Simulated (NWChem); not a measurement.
# CH5GeO− (SMILES C[O][GeH2-]): levels of theory compared

Aim: a comparison of 5 runs (HF/STO-3G, HF/3-21G, B3LYP/6-31G*, PBE/def2-SVPD) of CH5GeO−. 

Program for the calculation: NWChem 7.3.0.

## (1) The system as given

CH5GeO−: 8 atoms, total charge -1, spin state singlet. As SMILES, `C[O][GeH2-]`. The shape comes from GFN2-xTB, which is rough for such elements, and wasn't checked as a minimum. This is one conformer, not always the lowest.

Bond lengths: C1–O2 1.381 Å, O2–Ge3 1.880 Å, C1–H4 1.104 Å, C1–H5 1.096 Å, C1–H6 1.099 Å. Angles: C1–O2–Ge3 119.7°, O2–C1–H4 109.4°, O2–C1–H5 111.4°, O2–C1–H6 111.6°, H4–C1–H5 108.8°, H4–C1–H6 108.2°, H5–C1–H6 107.4°. A long bond or contact: Ge3–H8 1.961 Å.

## (2) Energy and forces at HF/STO-3G (run 1)

Contents of calc.nw:

```
start calc
memory total 2200 mb
charge -1
geometry units angstrom noautosym nocenter noautoz
   C       -0.441790       0.890790      -0.282890
   O       -0.228770      -0.220610      -1.073870
   Ge       0.594650      -1.742770      -0.338910
   H       -0.632910       1.767870      -0.925770
   H        0.425790       1.101790       0.351990
   H       -1.308050       0.754670       0.379940
   H        2.032580      -0.756440       0.564940
   H       -0.441500      -1.795310       1.324590
end
basis spherical bse
   * library STO-3G
end
scf
   thresh 1e-08
   maxiter 80
end
task scf gradient
```

The run is started by

```sh
nwchem calc.nw > calc.out
```

Standard output:

```text
[...]
  functions       =    33
[...]
  wavefunction    = RHF
[...]
         Total SCF energy =  -2165.643723150639
      One-electron energy =  -3415.045917349524
      Two-electron energy =   1068.355078196729
 Nuclear repulsion energy =    181.047116002156
        Time for solution =      1.3s
[...]
                         RHF ENERGY GRADIENTS
    atom               coordinates                        gradient
                 x          y          z           x          y          z
   1 C      -0.834862   1.683349  -0.534585   -0.000653  -0.006269  -0.012100
   2 O      -0.432313  -0.416892  -2.029320   -0.020924   0.058814   0.011699
   3 Ge      1.123726  -3.293358  -0.640447   -0.002824  -0.066666  -0.098030
   4 H      -1.196026   3.340790  -1.749452    0.000749  -0.001648  -0.007101
   5 H       0.804626   2.082081   0.665165    0.001151  -0.011235  -0.005089
   6 H      -2.471856   1.426120   0.717982    0.001602  -0.008300  -0.004581
   7 H       3.841019  -1.429464   1.067582    0.065466   0.041247   0.040439
   8 H      -0.834314  -3.392644   2.503112   -0.044567  -0.005943   0.074762
[...]
```

Wall time 2.3 s (1 thread of AMD EPYC 9R45 (Zen 5), shared host); peak memory 0.1 GiB.

## (3) Energy and gradient at HF/3-21G (run 2)

Contents of ch5geo.xyz:

```xyz
8
CH5GeO
C     -0.441790     0.890790    -0.282890
O     -0.228770    -0.220610    -1.073870
Ge     0.594650    -1.742770    -0.338910
H     -0.632910     1.767870    -0.925770
H      0.425790     1.101790     0.351990
H     -1.308050     0.754670     0.379940
H      2.032580    -0.756440     0.564940
H     -0.441500    -1.795310     1.324590
```

Contents of run.py:

```python
from ase.io import read
from ase.calculators.nwchem import NWChem

atoms = read('ch5geo.xyz')

calc = NWChem(
    label='ch5geo',
    theory='scf',
    memory='2200 mb',
    basis='3-21G',
    basispar='spherical bse',
    charge=-1,
    scf={'nopen': '0', 'rhf': None, 'thresh': '1e-08', 'maxiter': '80'},
)
atoms.calc = calc

forces = atoms.get_forces()
print(f"energy = {atoms.get_potential_energy():.6f} eV")
print("forces (eV/A):")
for s, f in zip(atoms.symbols, forces):
    print(f"{s:2s} {f[0]:10.5f} {f[1]:10.5f} {f[2]:10.5f}")
print("dipole (e A):", atoms.get_dipole_moment().round(4))
```

The run is started by

```sh
export ASE_NWCHEM_COMMAND="nwchem PREFIX.nwi > PREFIX.nwo"
python run.py
```

Standard output:

```text
energy = -59328.855204 eV
forces (eV/A):
C    -0.29676    1.07477    0.41924
O     1.11910   -2.62921    0.14871
Ge   -0.35188    2.08172    1.56709
H     0.01753   -0.16897    0.39652
H    -0.26925    0.25007   -0.05230
H     0.20240    0.24544   -0.03384
H    -1.35240   -0.92714   -0.85947
H     0.93131    0.07333   -1.58601
dipole (e A): [-0.467   1.2912  0.1528]
```

The calculator wrote ch5geo.nwi:

```
title "ch5geo"

permanent_dir ch5geo

scratch_dir ch5geo

start ch5geo

geometry units angstrom nocenter noautosym noautoz
  C  -4.4179000000000002e-01 8.9078999999999997e-01 -2.8288999999999997e-01
  O  -2.2877000000000000e-01 -2.2061000000000000e-01 -1.0738700000000001e+00
  Ge 5.9465000000000001e-01 -1.7427699999999999e+00 -3.3890999999999999e-01
  H  -6.3290999999999997e-01 1.7678700000000001e+00 -9.2576999999999998e-01
  H  4.2579000000000000e-01 1.1017900000000000e+00 3.5199000000000003e-01
  H  -1.3080499999999999e+00 7.5466999999999995e-01 3.7994000000000000e-01
  H  2.0325799999999998e+00 -7.5644000000000000e-01 5.6494000000000000e-01
  H  -4.4150000000000000e-01 -1.7953100000000000e+00 1.3245899999999999e+00
end

charge -1

memory 2200 mb

basis spherical bse noprint
   * library 3-21G
end

scf
  nopen 0
  rhf
  thresh 1e-08
  maxiter 80
end

task scf gradient
```

ch5geo.nwo, shortened:

```text
[...]
      One-electron energy =  -3413.129100942469
[... 1 line left out ...]
 Nuclear repulsion energy =    181.047116002156
[... 44 lines left out ...]
                       ROHF Final Molecular Orbital Analysis
[... 237 lines left out ...]
     1   1 0 0     -0.882531      0.000000     27.634994
[...]
  wavefunction    =   RHF
                         RHF ENERGY GRADIENTS
    atom               coordinates                        gradient
                 x          y          z           x          y          z
   1 C      -0.834862   1.683349  -0.534585    0.005771  -0.020901  -0.008153
   2 O      -0.432313  -0.416892  -2.029320   -0.021763   0.051130  -0.002892
   3 Ge      1.123726  -3.293358  -0.640447    0.006843  -0.040483  -0.030475
[... 4 lines of this table left out ...]
   8 H      -0.834314  -3.392644   2.503112   -0.018111  -0.001426   0.030843
[...]
```

It took 2.5 s on 1 thread of AMD EPYC 9R45 (Zen 5), shared host; peak memory 0.1 GiB.

Runs 3 to 4 aren't shown in full; the table further down has their settings and results.

## (4) Energy and forces at PBE/def2-SVPD (run 5)

ch5geo.xyz: that of step 3 with these lines changed.

```diff
@@ -1,3 +1,3 @@
 8
-CH5GeO
+
 C     -0.441790     0.890790    -0.282890
```

Contents of ch5geo.nw:

```
echo
start ch5geo
memory stack 880 mb heap 220 mb global 1100 mb
charge -1

geometry noautosym nocenter noautoz
load ch5geo.xyz
end

basis spherical bse
* library def2-SVPD
end

dft
xc xpbe96 cpbe96
grid fine
convergence energy 1e-08
maxiter 100
mulliken
end

task dft gradient
```

The run is started by

```sh
nwchem ch5geo.nw > ch5geo.out
```

Standard output:

```text
[...]
          Wavefunction type:  closed shell.
          No. of atoms     :     8
          No. of electrons :    52
[...]
          Charge           :    -1
          Spin multiplicity:     1
[...]
          AO basis - number of functions:   121
[...]
              XC Information
              --------------
          PerdewBurkeErnzerhof Exchange Functional  1.000
            Perdew 1991 LDA Correlation Functional  1.000 local
           PerdewBurkeErnz. Correlation Functional  1.000 non-local
[...]
 d= 0,ls=0.0,diis     1  -2192.0994732971 -2.37D+03  5.23D-02  8.13D+00     2.1
[...]
 d= 0,ls=0.0,diis    12  -2192.5406620291 -3.27D-11  1.06D-07  3.42D-11    19.9
         Total DFT energy =    -2192.540662029115
      One electron energy =    -3422.966603286984
           Coulomb energy =     1143.877853641808
    Exchange-Corr. energy =      -94.499028386096
 Nuclear repulsion energy =      181.047116002157
[...]
      Total Density - Mulliken Population Analysis
     ---------------------------------------------
    Atom       Charge   Shell Charges
 -----------   ------   -------------------------------------------------------
    1 C    6     5.32   1.98  0.95 -0.33  0.14  2.09  0.39  0.06  0.04
    2 O    8     8.96   1.99  1.09  0.74  0.12  2.84  1.81  0.29  0.01  0.07
    3 Ge  32    32.06   2.00  2.00  1.99  1.49 -0.01  0.24  6.00  5.97  0.99  1.19  8.08  1.81  0.21  0.08
    4 H    1     1.16   0.78  0.31  0.02  0.06
    5 H    1     1.13   0.77  0.22  0.02  0.12
    6 H    1     1.12   0.77  0.25  0.02  0.08
    7 H    1     1.12   0.65  0.41  0.00  0.05
    8 H    1     1.12   0.65  0.42  0.00  0.05
[...]
  wavefunction    = closed shell
                         DFT ENERGY GRADIENTS
    atom               coordinates                        gradient
                 x          y          z           x          y          z
   1 C      -0.834862   1.683349  -0.534585    0.001726   0.000007   0.005495
   2 O      -0.432313  -0.416892  -2.029320   -0.000165   0.005941   0.009872
   3 Ge      1.123726  -3.293358  -0.640447   -0.009791  -0.004096  -0.038062
   4 H      -1.196026   3.340790  -1.749452    0.002197  -0.008749   0.004050
   5 H       0.804626   2.082081   0.665165   -0.010687  -0.004933  -0.008834
   6 H      -2.471856   1.426120   0.717982    0.009957   0.000018  -0.009301
   7 H       3.841019  -1.429464   1.067582    0.022393   0.014133   0.012390
   8 H      -0.834314  -3.392644   2.503112   -0.015630  -0.002320   0.024391
[...]
```

Run time: 27 s. Hardware: 1 thread of AMD EPYC 9R45 (Zen 5), shared host; peak memory 0.13 GiB.

## (5) Overview of the runs

| run | level | iteration cap | module | energy (Eh) | HOMO energy (eV) | LUMO energy (eV) | HOMO–LUMO gap (eV) | wall time |
| --- | --- | --- | --- | --- | --- | --- | --- | --- |
| 1 | HF/STO-3G | 80 | scf | -2165.643723 | 1.36 | 16.32 | 14.95 | 2.3 s |
| 2 | HF/3-21G | 80 | scf | -2180.295232 | -2.55 | 9.14 | 11.70 | 2.5 s |
| 3 | B3LYP/6-31G* (spherical functions) | 100 | dft | -2193.085038 | – | – | – | 18 s |
| 4 | B3LYP/6-31G* (Cartesian functions) | 100 | dft | -2193.092464 | -0.33 | 5.31 | 5.64 | 19 s |
| 5 | PBE/def2-SVPD | 100 | dft | -2192.540662 | 0.13 | 3.83 | 3.70 | 27 s |

## (6) Results

| quantity | value |
| --- | --- |
| run 5: total energy | -2192.54066 Eh |
| run 5: HOMO energy | 0.13 eV |
| run 5: LUMO energy | 3.83 eV |
| run 5: HOMO–LUMO gap (to an unbound level, set by the basis) | 3.70 eV |
| run 5: largest force on an atom | 2.032 eV/Å |

**Reading.** Over runs 1, 2, 4, 5 the HOMO–LUMO gap runs from 3.70 eV (PBE/def2-SVPD) to 14.95 eV (HF/STO-3G). The two ends differ in method and basis. The empty levels of an anion lie above zero and hang on the basis. Totals of different functionals can't be ranked against each other. In runs 1, 5 the HOMO lies above zero, so the outermost electron may be held by the basis alone. In run 1 the basis is minimal, so the values are rough. All runs together took 69 s, the longest 27 s.
